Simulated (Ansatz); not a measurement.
What does this script print? It uses Ansatz's Python interface.

Script `run_field.py`:
```python
import ansatz
import numpy as np

geometry_ang = [
    ("Al", (-1.3105, 1.1155, -0.1946)),
    ("C", (-0.4186, -0.6041, -0.2759)),
    ("C", (0.4701, -0.8848, 0.8964)),
    ("Al", (1.5853, -0.4501, -0.7506)),
    ("H", (-1.9122, 1.7934, -1.5771)),
    ("H", (-1.1597, 2.1185, 1.0658)),
    ("H", (-0.9111, -1.5012, -0.6515)),
    ("H", (0.5608, -1.9351, 1.2129)),
    ("H", (0.5349, -0.0913, 1.7441)),
    ("H", (2.6443, 0.388, -1.4666)),
]
system = ansatz.Crystal.molecule()
for symbol, xyz in geometry_ang:
    system = system.atom(symbol, xyz)

calculation = (
    system.calculation()
    .basis(gaussian="def2-SVPD")
    .functional("B3LYP")
    .forces()
)
centre = np.mean([site.position_ang for site in system.cartesian_sites], axis=0)
field = 2 * 14.399645 * 3.0 / 40.0 ** 2


def dipole(axis, sign):
    arm = 40.0 * np.eye(3)[axis]
    pair = [{"charge": sign * 3.0, "position_ang": (centre - arm).tolist()}, {"charge": -sign * 3.0, "position_ang": (centre + arm).tolist()}]
    deck = calculation.input().set(ansatz.key.basis.gaussian.point_charges, pair)
    return np.array(ansatz.Session.from_dict(deck).plan().execute().report["charge_distribution"]["dipole_moment_e_ang"])


print(f"field {field:.4f} V/A")
alpha = np.array([(dipole(axis, 1) - dipole(axis, -1)) / (2 * field) * 14.399645 for axis in range(3)])
print("polarisability tensor (A^3)")
print(np.array2string(alpha, precision=3, suppress_small=True))
print(f"mean {np.trace(alpha) / 3:.3f} A^3 = {np.trace(alpha) / 3 / 0.14818471:.2f} bohr^3")
```

Running `python run_field.py` prints:
```text
field 0.0540 V/A
polarisability tensor (A^3)
[[17.843 -2.496 -1.357]
 [-2.491 12.762 -0.439]
 [-1.354 -0.44  12.954]]
mean 14.519 A^3 = 97.98 bohr^3
```

What to keep in mind:
- The geometry is a force-field or estimated start, not a minimum of this method, and the basis set is short of its limit. The field of two point charges is only nearly even.
- b3lyp holds the VWN-RPA fit, as in Gaussian; the form of ORCA and Turbomole is b3lyp5.
- Wall time of the script: 37 s on 1 thread of Arm Neoverse V2 (shared host), peak memory 0.35 GiB.

(Lines on the test bed's own set-up are left out of the output.)
